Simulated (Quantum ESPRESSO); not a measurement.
Here is a Quantum ESPRESSO 7.5 calculation.

Contents of pw.in:

```
&CONTROL
  calculation = 'vc-relax'
  prefix = 'pwscf'
  outdir = './tmp'
  pseudo_dir = './pseudo'
  tprnfor = .true.
  tstress = .true.
  disk_io = 'low'
  nstep = 40
  forc_conv_thr = 0.0004
  etot_conv_thr = 1d-05
/
&SYSTEM
  ibrav = 0
  nat = 2
  ntyp = 1
  ecutwfc = 36
  nbnd = 9
  occupations = 'fixed'
/
&ELECTRONS
  conv_thr = 4d-10
  electron_maxstep = 120
  mixing_beta = 0.5
/
&IONS
  ion_dynamics = 'bfgs'
/
&CELL
  cell_dynamics = 'bfgs'
  press = 90
  press_conv_thr = 0.3
/
ATOMIC_SPECIES
Si    28.0850 Si.upf
CELL_PARAMETERS angstrom
   0.0000000000    2.7155000000    2.7155000000
   2.7155000000    0.0000000000    2.7155000000
   2.7155000000    2.7155000000    0.0000000000
ATOMIC_POSITIONS crystal
Si     0.0000000000    0.0000000000    0.0000000000
Si     0.2500000000    0.2500000000    0.2500000000
K_POINTS automatic
11 11 11 0 0 0
```

Potentials or basis: PseudoDojo 0.4.1 SR PBEsol standard.

Command:

```console
$ OMP_NUM_THREADS=1 pw.x -in pw.in > pw.out
```

(1) Predict the space group after relaxing (to 0.05 Å).

(2) Predict the band gap on the k mesh.

Answers

(1) Fd-3m (No. 227).

(2) 0.32 eV, indirect (least direct gap 2.54 eV).

Caveat: an odd mesh through Γ misses points on the zone boundary, where band edges often lie.
